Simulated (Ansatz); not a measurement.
**CH5BGeO2: a ladder of functionals and wavefunction methods**

The task here is to estimate one member of a computed series from the others.

The runs use Ansatz 0.2.0, Gaussian basis; functionals in def2-TZVPP, the program's frozen cores in correlated methods.

Levels to be run: PBE-D4, r2SCAN-D4, PBE0-D4, B3LYP-D4, ωB97X-V, ωB97M-V, B2PLYP; CCSD(T)/def2-TZVPP; MP2/def2-QZVPP; extrapolation to the limit.

### The geometry

An earlier PBE0-D4 in a triple-zeta def2 set relaxation fixed the geometry.

SMILES `[OH][GeH]1[BH]O[CH2]1`, 10 atoms, charge 0, spin multiplicity 1.

Atoms are counted from 1 here; the program's logs count them from 0.

Bond lengths: O1–Ge2 1.786 Å, O1–H6 0.959 Å, Ge2–B3 2.082 Å, Ge2–C5 2.009 Å, Ge2–H7 1.547 Å, B3–O4 1.349 Å, B3–H8 1.193 Å, O4–C5 1.460 Å, C5–H9 1.091 Å, C5–H10 1.091 Å. Angles: Ge2–O1–H6 112.3°, O1–Ge2–B3 119.5°, O1–Ge2–C5 114.3°, O1–Ge2–H7 107.6°, B3–Ge2–C5 68.0°, B3–Ge2–H7 126.1°, C5–Ge2–H7 115.7°, Ge2–B3–O4 91.6°, Ge2–B3–H8 146.3°, O4–B3–H8 122.1°, B3–O4–C5 109.0°, Ge2–C5–O4 91.4°, Ge2–C5–H9 119.5°, Ge2–C5–H10 116.1°, O4–C5–H9 109.1°, O4–C5–H10 109.0°, H9–C5–H10 109.7°.

The first run:

Contents of in.yaml:

```yaml
crystal:
  periodic: [false, false, false]
  atoms:
    - {symbol: O, position_ang: [-0.984018, -0.130974, 1.985490]}
    - {symbol: Ge, position_ang: [0.252617, 0.275252, 0.762440]}
    - {symbol: B, position_ang: [1.007749, -1.224915, -0.467362]}
    - {symbol: O, position_ang: [0.352447, -0.729276, -1.537656]}
    - {symbol: C, position_ang: [-0.454959, 0.410236, -1.113455]}
    - {symbol: H, position_ang: [-1.125814, 0.582667, 2.610473]}
    - {symbol: H, position_ang: [1.031389, 1.508441, 1.277200]}
    - {symbol: H, position_ang: [1.710098, -2.185757, -0.543178]}
    - {symbol: H, position_ang: [-0.196833, 1.276641, -1.724217]}
    - {symbol: H, position_ang: [-1.509674, 0.166485, -1.246736]}
basis:
  gaussian: {orbitals: def2-TZVPP}
hamiltonian: {xc: pbe, dispersion: d4}
output: {forces: true, orbitals: {seedname: orbitals}}
```

Launch:

```
ansatz run in.yaml --threads 4 --pin off --events-out ev --progress --plain --max-ram 10444MiB
```

Steps of the session up to this table: PBE-D4 (GGA); r2SCAN-D4 (meta-GGA); PBE0-D4 (hybrid); B3LYP-D4 (hybrid); ωB97X-V (range-separated); ωB97M-V (range-separated); B2PLYP (double hybrid); CCSD(T) in def2-TZVPP; MP2 in def2-QZVPP.

One of the session's tables, all rows but one given; the rest of the session is left out.

| method | atomisation energy (kJ/mol) |
| --- | --- |
| PBE-D4 | 3764.5 |
| r2SCAN-D4 | 3698.9 |
| PBE0-D4 | 3673.7 |
| B3LYP-D4 | 3660.5 |
| ωB97X-V | 3692.7 |
| ωB97M-V | 3681.2 |
| B2PLYP | 3637.8 |
| HF/def2-TZVPP | 2582.7 |
| MP2/def2-TZVPP | 3680.9 |
| CCSD/def2-TZVPP | ? |
| CCSD(T)/def2-TZVPP | 3593.1 |
| MP2/CBS | 3773.7 |
| CCSD(T)/CBS | 3685.9 |

Q: Estimate the row for CCSD/def2-TZVPP from the others.

As computed: atomisation energy (kJ/mol): 3525.6. In the column «atomisation energy (kJ/mol)» it lies between HF/def2-TZVPP (2582.7) and CCSD(T)/def2-TZVPP (3593.1).
